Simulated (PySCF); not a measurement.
# KBe: from the state search to spectroscopic constants

An exercise on one series of results from a longer session: the logs are not shown, and one member is left open.

Method: K jorge-DZP-DKH, Be jorge-DZP-DKH, spin-free X2C with a Gaussian nucleus; program: PySCF 2.14.0.

The first run:

A driver script around PySCF takes these settings:

| Property | Result |
| --- | --- |
| atoms | K, Be |
| charge | 0 |
| basis | K jorge-DZP-DKH, Be jorge-DZP-DKH |
| Hamiltonian | spin-free X2C with a Gaussian nucleus |
| basis functions | 46 |
| electrons treated | 23 |
| masses in u | 38.9637, 9.0122 |
| levels | PBE0, PBE, r²SCAN, PW91, B97-3, M06-L, LC-ωPBE, HF, MP2, SCS-MP2, CCSD, CCSD(T) |
| grid | 80 radial by 434 angular points |
| occupations | held fixed by the projection of orbital angular momentum |
| dissociation limit | K + Be, each in its ground configuration |
| starting distance in angstrom | 2.905 |
| values of 2S to try | 1, 3 |

Launch:

```
OMP_NUM_THREADS=1 python dia.py task.json out
```

Among the steps run: Set-up; First curve: PBE0; Excited determinants; PBE; r²SCAN; PW91; B97-3; M06-L (meta-GGA); LC-ωPBE; ROHF; Adding correlation.

One of the session's tables, all rows but one given; the rest of the session is left out.

It belongs to the step «Constants by level of theory». 

| level | Re (Å) | ωe (cm⁻¹) | De (eV) |
| --- | --- | --- | --- |
| ROHF-MP2 | 4.070 | 58.9 | 0.034 |
| ROHF-SCS-MP2 | 4.183 | 47.7 | 0.022 |
| ROHF-CCSD | 3.898 | 74.6 | 0.044 |
| ROHF-CCSD(T) | 3.824 | 85.3 | 0.059 |
| PBE | 3.422 | 165.0 | 0.347 |
| PW91 | 3.410 | 167.2 | 0.363 |
| r²SCAN | 3.465 | 163.2 | 0.347 |
| M06-L | 3.400 | 178.3 | 0.366 |
| PBE0 | 3.449 | 159.1 | 0.273 |
| B97-3 | ? | ? | ? |
| LC-ωPBE | 3.476 | 149.3 | 0.159 |

**Question.** Estimate the row for B97-3.

As computed: Re (Å): 3.447; ωe (cm⁻¹): 160.4; De (eV): 0.249. In the column «Re (Å)» it lies between PBE (3.422) and PBE0 (3.449).

De is counted to K + Be in their ground configurations. No constants: ROHF (no minimum is bracketed among the points kept).

To keep in mind: The bond is weak, and basis-set superposition, which was not computed, may be a sizeable part of it.
